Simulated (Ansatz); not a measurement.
# CH₂BClSi: one structure at several levels

How do the functionals fare away from a minimum? The structure is a structure displaced at random from a GFN2-xTB minimum.

Program: Ansatz 0.2.0, Gaussian basis. Level of theory: single points in def2-TZVPP. These are calculated values, not measurements.

Correlated methods freeze the cores.

**1. Starting geometry**

SMILES `[SiH]#CBCl`, 6 atoms, charge 0, spin multiplicity 1.

Atoms are counted from 1 here; the program's logs count them from 0.

Bond lengths: Si1–C2 1.789 Å, Si1–H5 1.463 Å, C2–B3 1.424 Å, B3–Cl4 1.775 Å, B3–H6 1.274 Å. Angles: C2–Si1–H5 158.6°, Si1–C2–B3 136.1°, C2–B3–Cl4 121.8°, C2–B3–H6 123.0°, Cl4–B3–H6 113.2°.

Geometry (Å):

```xyz
6
charge 0, multiplicity 1
Si   -1.0552    0.9795   -0.9055
C     0.2431    0.5512    0.2487
B     0.7529   -0.6486    0.8220
Cl    0.4194   -2.2409    0.1124
H    -1.8630    1.8070   -1.8013
H     1.7098   -0.6638    1.6625
```

**2. CCSD(T)/def2-TZVPP**

The input, run/in.yaml:

```yaml
crystal:
  periodic: [false, false, false]
  atoms:
    - {symbol: Si, position_ang: [-1.055200, 0.979500, -0.905500]}
    - {symbol: C, position_ang: [0.243100, 0.551200, 0.248700]}
    - {symbol: B, position_ang: [0.752900, -0.648600, 0.822000]}
    - {symbol: Cl, position_ang: [0.419400, -2.240900, 0.112400]}
    - {symbol: H, position_ang: [-1.863000, 1.807000, -1.801300]}
    - {symbol: H, position_ang: [1.709800, -0.663800, 1.662500]}
basis:
  gaussian: {orbitals: def2-TZVPP}
correlation: {method: ccsd_t}
output: {forces: true}
```

No record of the launch command was kept for these runs.

**3. PBE0-D4/def2-TZVPP**

run/in.yaml: that of step 2 with these lines changed.

```diff
@@ -11,3 +11,3 @@
   gaussian: {orbitals: def2-TZVPP}
-correlation: {method: ccsd_t}
-output: {forces: true}
+hamiltonian: {xc: pbe0, dispersion: d4}
+output: {forces: true, orbitals: {seedname: orbitals}}
```

**4. wB97M-V/def2-TZVPP**

run/in.yaml: that of step 3 with these lines changed.

```diff
@@ -11,3 +11,3 @@
   gaussian: {orbitals: def2-TZVPP}
-hamiltonian: {xc: pbe0, dispersion: d4}
-output: {forces: true, orbitals: {seedname: orbitals}}
+hamiltonian: {xc: {name: wB97M-V}}
+output: {forces: true}
```

**5. r2SCAN-D4/def2-TZVPP**

run/in.yaml: that of step 4 with these lines changed.

```diff
@@ -11,3 +11,3 @@
   gaussian: {orbitals: def2-TZVPP}
-hamiltonian: {xc: {name: wB97M-V}}
+hamiltonian: {xc: r2scan, dispersion: d4}
 output: {forces: true}
```

**6. PBE-D4/def2-TZVPP**

run/in.yaml: that of step 5 with these lines changed.

```diff
@@ -11,3 +11,3 @@
   gaussian: {orbitals: def2-TZVPP}
-hamiltonian: {xc: r2scan, dispersion: d4}
+hamiltonian: {xc: pbe, dispersion: d4}
 output: {forces: true}
```

**7. BHLYP-D4/def2-TZVPP**

run/in.yaml: that of step 6 with these lines changed.

```diff
@@ -11,3 +11,3 @@
   gaussian: {orbitals: def2-TZVPP}
-hamiltonian: {xc: pbe, dispersion: d4}
+hamiltonian: {xc: {name: BHLYP}, dispersion: d4}
 output: {forces: true}
```

**8. CAM-B3LYP-D4/def2-TZVPP**

run/in.yaml: that of step 7 with these lines changed.

```diff
@@ -11,3 +11,3 @@
   gaussian: {orbitals: def2-TZVPP}
-hamiltonian: {xc: {name: BHLYP}, dispersion: d4}
+hamiltonian: {xc: {name: CAM-B3LYP}, dispersion: d4}
 output: {forces: true}
```

(Steps that only read results are left out.)

What does the calculation give? Wanted: energy less free atoms, CCSD(T)/def2-TZVPP; RMS force component; RMS force error; HOMO and LUMO, PBE0-D4; T1 diagnostic.

The runs gave:

| quantity | value |
| --- | --- |
| energy less free atoms, CCSD(T)/def2-TZVPP | -1872.8 kJ/mol |
| RMS force component | 1.905 to 2.206 eV/Å over the methods |
| RMS force error | PBE0-D4 0.329, wB97M-V 0.368, r2SCAN-D4 0.296, PBE-D4 0.307, BHLYP-D4 0.400, CAM-B3LYP-D4 0.407 eV/Å |
| HOMO and LUMO, PBE0-D4 | -6.96 and -3.20 eV |
| T1 diagnostic | 0.036 |

Against CCSD(T) the functionals' energies less atoms differ by -142.3 to +48.1 kJ/mol, PBE-D4 by -142.3 kJ/mol. CCSD(T) in triple zeta still lacks some correlation energy of the bonds, so part of these gaps is its own basis error and they don't rank the functionals. On forces the order runs from r2SCAN-D4 to CAM-B3LYP-D4. Frozen-core CCSD(T) forces in triple zeta carry basis errors of their own, and this is one geometry, so small gaps rank nothing. The T1 diagnostic is large here, over the usual mark for main-group molecules (transition-metal compounds often pass it harmlessly), so CCSD(T) itself may be off. The restricted Hartree–Fock reference is unstable towards an unrestricted one at one or more of these structures.
